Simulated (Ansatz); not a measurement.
# C2H8AlGa: the cost of one run

Computed with Ansatz 0.2.0, Gaussian basis. Level: the settings change from run to run.

2 further runs of the same task are left out: 2 that didn't finish.

## 1. The relaxed structure

The geometry comes from an earlier relaxation with PBE0-D4 in a triple-zeta def2 set; it is a stationary point, not always the lowest conformer.

SMILES `[AlH2][CH2][CH2][GaH2]`, 12 atoms, charge 0, spin multiplicity 1.

Atoms are counted from 1 here; the program's logs count them from 0.

Bond lengths: Al1–C2 1.962 Å, Al1–H5 1.593 Å, Al1–H6 1.592 Å, C2–C3 1.534 Å, C2–H7 1.099 Å, C2–H8 1.099 Å, C3–Ga4 1.979 Å, C3–H9 1.098 Å, C3–H10 1.097 Å, Ga4–H11 1.577 Å, Ga4–H12 1.577 Å. Angles: C2–Al1–H5 120.5°, C2–Al1–H6 120.2°, H5–Al1–H6 119.3°, Al1–C2–C3 116.1°, Al1–C2–H7 107.6°, Al1–C2–H8 107.5°, C3–C2–H7 110.8°, C3–C2–H8 110.8°, H7–C2–H8 103.2°, C2–C3–Ga4 116.3°, C2–C3–H9 111.2°, C2–C3–H10 111.2°, Ga4–C3–H9 106.7°, Ga4–C3–H10 106.9°, H9–C3–H10 103.6°, C3–Ga4–H11 119.9°, C3–Ga4–H12 121.0°, H11–Ga4–H12 119.1°.

## 2. wB97M-V/def2-TZVP

Options: unrestricted orbitals.

Input file in.yaml:

```yaml
crystal:
  periodic: [false, false, false]
  atoms:
    - {symbol: Al, position_ang: [-1.694503, 1.491300, 0.834963]}
    - {symbol: C, position_ang: [-0.687156, 0.220780, -0.270622]}
    - {symbol: C, position_ang: [0.684395, -0.204908, 0.268579]}
    - {symbol: Ga, position_ang: [1.697145, -1.501432, -0.831917]}
    - {symbol: H, position_ang: [-3.122713, 2.017160, 0.365485]}
    - {symbol: H, position_ang: [-1.089307, 2.006717, 2.214462]}
    - {symbol: H, position_ang: [-0.593690, 0.656717, -1.275042]}
    - {symbol: H, position_ang: [-1.330383, -0.654865, -0.436449]}
    - {symbol: H, position_ang: [0.598052, -0.642659, 1.271356]}
    - {symbol: H, position_ang: [1.338220, 0.663044, 0.420811]}
    - {symbol: H, position_ang: [1.066350, -2.064461, -2.163295]}
    - {symbol: H, position_ang: [3.133591, -1.987403, -0.398322]}
basis:
  gaussian: {orbitals: def2-TZVP}
magnetization: {spin_polarized: true, initial_magnetization: 0}
hamiltonian: {xc: {name: wB97M-V}}
```

Command:

```sh
> ansatz run in.yaml --threads 2 --pin off --events-out ev --progress --plain --max-ram 4352MiB
```

Q: Estimate wall time and peak memory on 2 threads of Arm Neoverse V2, shared host.

About 22 s, with a peak of 1.1 GiB.
